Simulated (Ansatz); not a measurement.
Working through a phonon calculation by linear response of Pt, space group P6_3/mmc

Computed with Ansatz 0.2.0, Python API.

The cells in order, each with its output:

**Cell 1**
```python
from pathlib import Path
import warnings

import ansatz as az
from ase import Atoms
import numpy as np
```

**Cell 2**
```python
warnings.simplefilter('ignore', az.DeckWarning)

atoms = Atoms(
    ['Pt', 'Pt'],
    scaled_positions=[
        [2 / 3, 1 / 3, 0.75],
        [1 / 3, 2 / 3, 0.25],
    ],
    cell=[
        [2.760666, 0.0, 0.0],
        [-1.380333, 2.390807, 0.0],
        [0.0, 0.0, 4.792134],
    ],
    pbc=True,
)
cell = az.Crystal.from_ase(atoms)
```

**Cell 3**
```python
calc = (
    cell.calculation()
    .functional('LDA')
    .basis(550)
    .occupations('Fermi-Dirac')
    .kpoints(12, 12, 6)
    .phonons('dfpt', points=[(0, 0, 0), (0.5, 0, 0)])
)
result = calc.run(threads=1, runs_dir='runs')
ph = result.phonons

for q in ph.qpoints:
    thz = np.asarray(q.omega_inv_cm) / 33.35641
    print('q = ({:.2f}, {:.2f}, {:.2f})'.format(*q.q_frac), np.round(thz, 2) + 0.0, 'THz')
```
Output:
```text
RunWarning: eigensolver did not converge (k=4): 1 band(s) unlocked after 20 sweeps at ethr=1.00e-12 eV (lowest unlocked band 21, counted from 0; max residual 5.78e-6 eV among the unlocked bands, 5.78e-6 eV over every band); it also stands for any lines of this kind, at other spin channels or k-points, that are folded [...]
q = (0.00, 0.00, 0.00) [-0.79 -0.79  0.    0.    0.    4.43] THz
q = (0.50, 0.00, 0.00) [1.63 2.66 2.78 2.98 4.43 4.94] THz
```

Caveats:
- The cell isn't relaxed first, so the values belong to this volume.
- For a metal this k-point mesh is coarse: on a finer one energies can move by several to tens of meV an atom and pressures by half a GPa or more, differences at one mesh by less.
- Spin-orbit coupling, which matters for elements this heavy, is left out.
- This isn't the structure that Pt takes at ambient conditions.
- Warnings are shown shortened and without file and line.
- The structure is taken as given; imaginary modes can come from an unrelaxed or unstable start. Phonons of metals also depend on mesh and smearing.
- The script silences the warnings on its input, which a real study should read.
- Hardware and time: 62 s on 1 thread of Intel(R) Xeon(R) Processor @ 2.30GHz, with other jobs on the host, peak memory 1.1 GiB.
